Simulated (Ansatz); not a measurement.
Write a Python script for Ansatz's Python interface that makes a rigid scan of one bond angle of CH5BrSSi, SMILES C[SiH](S)Br. Level of theory (for the species named): B3LYP, def2-SVP basis, multiplicity 1.

```tsv
atom	x (Å)	y (Å)	z (Å)
C	-0.4781	0.9853	-0.3091
Si	-0.2175	-0.6178	0.4463
S	1.8300	-0.7728	0.9375
Br	-0.6157	-2.1936	-1.0204
H	-1.5759	1.1348	-0.6221
H	-0.2868	1.8597	0.3697
H	0.1024	1.1784	-1.2195
H	-0.9913	-0.7850	1.6649
H	2.3214	-0.8352	-0.2644
```

The script, `ch5brssi_bend.py`:
```python
"""Bending curve of CH5BrSSi."""

import ansatz as az
from ase import Atoms


def main() -> None:
    atoms = Atoms(["C", "Si", "S", "Br", "H", "H", "H", "H", "H"], positions=[
        (-0.4781, 0.9853, -0.3091),
        (-0.2175, -0.6178, 0.4463),
        (1.83, -0.7728, 0.9375),
        (-0.6157, -2.1936, -1.0204),
        (-1.5759, 1.1348, -0.6221),
        (-0.2868, 1.8597, 0.3697),
        (0.1024, 1.1784, -1.2195),
        (-0.9913, -0.785, 1.6649),
        (2.3214, -0.8352, -0.2644),
    ])

    # start the scan from a relaxed geometry
    first = (
        az.Crystal.molecule_from_ase(atoms).calculation()
        .basis(gaussian="def2-SVP")  # the orbital basis, by name
        .functional("b3lyp")
        .relax(force_tolerance=0.02, max_steps=80)
    )
    atoms.positions = first.run(threads=1).report["positions_ang"]

    rows = []
    for angle in [90, 100, 110, 120, 135, 150, 165, 179]:
        bent = atoms.copy()
        bent.set_angle(1, 2, 8, angle, indices=[8])
        setup = (
            az.Crystal.molecule_from_ase(bent).calculation()
            .basis(gaussian="def2-SVP")  # atom-centred Gaussian functions
            .functional("b3lyp")
        )
        rows.append((angle, setup.run(threads=1).report["free_energy_ev"]))
    floor = min(e for _, e in rows)
    for angle, e in rows:
        print(f"angle Si1-S2-H8 = {angle:3d} deg   {1000 * (e - floor):9.1f} meV")


if __name__ == "__main__":
    main()
```

Running `python ch5brssi_bend.py` prints:
```text
angle Si1-S2-H8 =  90 deg         2.8 meV
angle Si1-S2-H8 = 100 deg         0.0 meV
angle Si1-S2-H8 = 110 deg       100.5 meV
angle Si1-S2-H8 = 120 deg       292.7 meV
angle Si1-S2-H8 = 135 deg       715.4 meV
angle Si1-S2-H8 = 150 deg      1220.4 meV
angle Si1-S2-H8 = 165 deg      1670.7 meV
angle Si1-S2-H8 = 179 deg      1886.0 meV
```

Notes:
- The scan is rigid, and the energies are electronic, in a modest basis. The zero is the lowest point of the grid, which needn't be the minimum.
- b3lyp holds the VWN-RPA fit, as in Gaussian; the form of ORCA and Turbomole is b3lyp5.
- Wall time of the script: 86 s on 1 thread of Intel(R) Xeon(R) CPU @ 2.60GHz (Ice Lake), with other jobs on the host, peak memory 0.34 GiB.
